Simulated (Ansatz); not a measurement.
# revPBE/6-31G(d) (spherical functions) run of CHF3O3S (triflic acid)

Aim: the energy change on altering one bond length of CHF3O3S (triflic acid) at revPBE/6-31G* (spherical functions), from 2 runs. 

Program for the calculation: Ansatz 0.2.0.

115 further runs of the same task are left out: 1 that didn't finish, 114 set aside as unsound or not needed.

### 1 The molecule

CHF3O3S: 9 atoms, total charge 0, spin state singlet. As SMILES, `O=S(=O)(O)C(F)(F)F`. The shape is that of a PBE0-D4/def2-TZVP optimisation. This is one conformer, not always the lowest.

Bond lengths: O1–S2 1.422 Å, S2–O3 1.414 Å, S2–O4 1.577 Å, S2–C5 1.848 Å, C5–F6 1.327 Å, C5–F7 1.320 Å, C5–F8 1.319 Å, O4–H9 0.968 Å. Some angles: O1–S2–O3 123.8°, O1–S2–O4 109.3°, O1–S2–C5 106.8°, O3–S2–O4 107.4°, O3–S2–C5 107.2°, O4–S2–C5 99.5°, S2–C5–F6 109.4°, S2–C5–F7 108.8°, S2–C5–F8 110.4°, F6–C5–F7 109.4°.

### 2 The energy at revPBE/6-31G(d) (spherical functions)

Input file input.yaml:

```yaml
crystal:
  periodic: [false, false, false]
  atoms:
    - {symbol: O, position_ang: [1.462890, -0.581870, 0.985740]}
    - {symbol: S, position_ang: [0.298500, -0.778940, 0.194370]}
    - {symbol: O, position_ang: [0.144480, -1.837650, -0.729970]}
    - {symbol: O, position_ang: [-0.972740, -0.777950, 1.128120]}
    - {symbol: C, position_ang: [0.003130, 0.796730, -0.725230]}
    - {symbol: F, position_ang: [-0.076560, 1.801740, 0.138180]}
    - {symbol: F, position_ang: [1.014380, 1.004120, -1.547510]}
    - {symbol: F, position_ang: [-1.120920, 0.723830, -1.412290]}
    - {symbol: H, position_ang: [-0.753170, -0.350000, 1.968590]}
basis:
  gaussian: {orbitals: 6-31G_st_-spherical.json}
hamiltonian: {xc: {name: revPBE}}
accuracy: high
output: {orbitals: {seedname: orbitals}}
```

The basis set 6-31G* is read from a file made from the Basis Set Exchange's data (not shown).

Command:

```sh
$ ansatz run input.yaml --threads 1 --pin off --max-ram 3480MiB --events-out events.jsonl --progress --plain --runs-dir runs
```

The log of the run:

```text
Warning: RAYON_NUM_THREADS=1 ignored (pool sized by the plan → 1); use --threads N
Functional definition: revPBE
  name "revPBE"
  parameter kappa = 1.245
  parameter beta = 0.06672455060314922
  exchange = pbe_x(kappa = kappa, mu = beta*pi^2/3)
  correlation = pbe_c(beta = beta)
2686 factors; integrals over basis functions are off by at most 6.4e-9 eV
mean field evaluation 1: about -26156.8492 eV, gradient 9.0e1 eV
mean field evaluation 2: about -26096.0883 eV, gradient 2.0e2 eV
mean field evaluation 4: about -26169.5896 eV, gradient 1.6e1 eV
mean field evaluation 8: about -26170.0569 eV, gradient 5.9e-1 eV
mean field evaluation 16: about -26170.0361 eV, gradient 9.7e-4 eV
mean field -26170.03607159 eV, -961.7310869434 hartree, gradient 2.8e-8 eV, S^2 0.000000; 0 other end points of the search recorded, 0 dependent functions left out
reference -26170.03607403 eV, -961.7310870329 hartree; 37, 37 occupied and 81, 81 virtual orbitals, 2686 factors
Total energy: -26170.03607403 eV, -961.7310870329 hartree
```

Run time: 14 s. Hardware: 1 thread of Intel Xeon Platinum 8259CL at 2.50GHz (Skylake/Cascade Lake), shared host; peak memory 0.4 GiB.

### 3 The distorted shape, same level

Input file input.yaml:

```yaml
crystal:
  periodic: [false, false, false]
  atoms:
    - {symbol: O, position_ang: [1.551503, -1.054580, 1.261625]}
    - {symbol: S, position_ang: [0.387113, -1.251650, 0.470255]}
    - {symbol: O, position_ang: [0.233093, -2.310360, -0.454085]}
    - {symbol: O, position_ang: [-0.884127, -1.250660, 1.404005]}
    - {symbol: C, position_ang: [0.003130, 0.796730, -0.725230]}
    - {symbol: F, position_ang: [-0.076560, 1.801740, 0.138180]}
    - {symbol: F, position_ang: [1.014380, 1.004120, -1.547510]}
    - {symbol: F, position_ang: [-1.120920, 0.723830, -1.412290]}
    - {symbol: H, position_ang: [-0.664557, -0.822710, 2.244475]}
basis:
  gaussian:
    orbitals: 6-31G_st_-spherical.json
hamiltonian:
  xc: {name: revPBE}
accuracy: high
output:
  orbitals: {seedname: orbitals}
```

The basis set 6-31G* is read from a file made from the Basis Set Exchange's data (not shown).

Command:

```sh
$ ansatz run input.yaml --threads 1 --pin off --max-ram 3480MiB --events-out events.jsonl --progress --plain --runs-dir runs
```

The log of the run:

```text
Warning: RAYON_NUM_THREADS=1 ignored (pool sized by the plan → 1); use --threads N
Functional definition: revPBE
  name "revPBE"
  parameter kappa = 1.245
  parameter beta = 0.06672455060314922
  exchange = pbe_x(kappa = kappa, mu = beta*pi^2/3)
  correlation = pbe_c(beta = beta)
2633 factors; integrals over basis functions are off by at most 4.4e-9 eV
mean field evaluation 1: about -26155.3938 eV, gradient 9.0e1 eV
mean field evaluation 2: about -26082.9283 eV, gradient 2.1e2 eV
mean field evaluation 4: about -26168.0525 eV, gradient 2.3e1 eV
mean field evaluation 8: about -26169.1965 eV, gradient 7.1e-1 eV
mean field evaluation 16: about -26169.1750 eV, gradient 2.5e-3 eV
mean field -26169.17502038 eV, -961.6994438950 hartree, gradient 7.0e-8 eV, S^2 0.000000; 0 other end points of the search recorded, 0 dependent functions left out
reference -26169.17502288 eV, -961.6994439868 hartree; 37, 37 occupied and 81, 81 virtual orbitals, 2633 factors
Total energy: -26169.17502288 eV, -961.6994439868 hartree
```

Run time: 13 s. Hardware: 1 thread of Intel Xeon Platinum 8259CL at 2.50GHz (Skylake/Cascade Lake), shared host; peak memory 0.38 GiB.

### 4 Summary of results

At revPBE/6-31G* (spherical functions):

```
                                                         quantity          value
                                        first shape: total energy  -961.73109 Eh
                                         first shape: HOMO energy       -7.85 eV
                                         first shape: LUMO energy       -0.06 eV
                                       first shape: HOMO–LUMO gap        7.78 eV
                                    distorted shape: total energy  -961.69944 Eh
                                     distorted shape: HOMO energy       -6.82 eV
                                     distorted shape: LUMO energy       -2.88 eV
                                   distorted shape: HOMO–LUMO gap        3.94 eV
energy change with the S2–C5 bond stretched from 1.848 to 2.403 Å       0.861 eV
```

**Reading.** With the S2–C5 bond stretched from 1.848 to 2.403 Å the energy rises by 0.86 eV (83.1 kJ/mol). The first shape isn't relaxed at this level, so the change isn't measured from a minimum.
